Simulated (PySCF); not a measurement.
# CoF4 ([CoF4]2-): the cost of one run

Programs: PySCF 2.14.0, with routines of our own; each step states its level. All values are computed. Atoms count from 0.

## 1. The system as given

5 atoms, charge -2, states of the metal's open shell are computed; geometry from: model start, shaken.

## 2. Relaxing the molecule at PBE0-D3(BJ)/def2-TZVP

What the job is given:

```
{"job": {"xc": "PBE0", "basis": "def2-TZVP", "d3": "d3bj", "grid": 1, "maxiter": 45, "solvent": "water", "kind": "geom"}, "charge": -2, "metal": "Co", "open_shell": "d7"}
Co     0.000020     0.004480    -0.004110
F      1.098040     1.104580     1.096530
F     -1.110500    -1.091300     1.104020
F     -1.120710     1.118750    -1.106050
F      1.112980    -1.125360    -1.111840
```

Started as:

```sh
> OMP_NUM_THREADS=1 python lf_run.py task.json out
```

This one command runs all jobs of the session in turn.

Q: Estimate the wall time and peak memory of this first job on 1 thread of Intel Xeon Platinum 8259CL at 2.50GHz, shared host.

About 95 s, with a peak of 0.93 GiB.
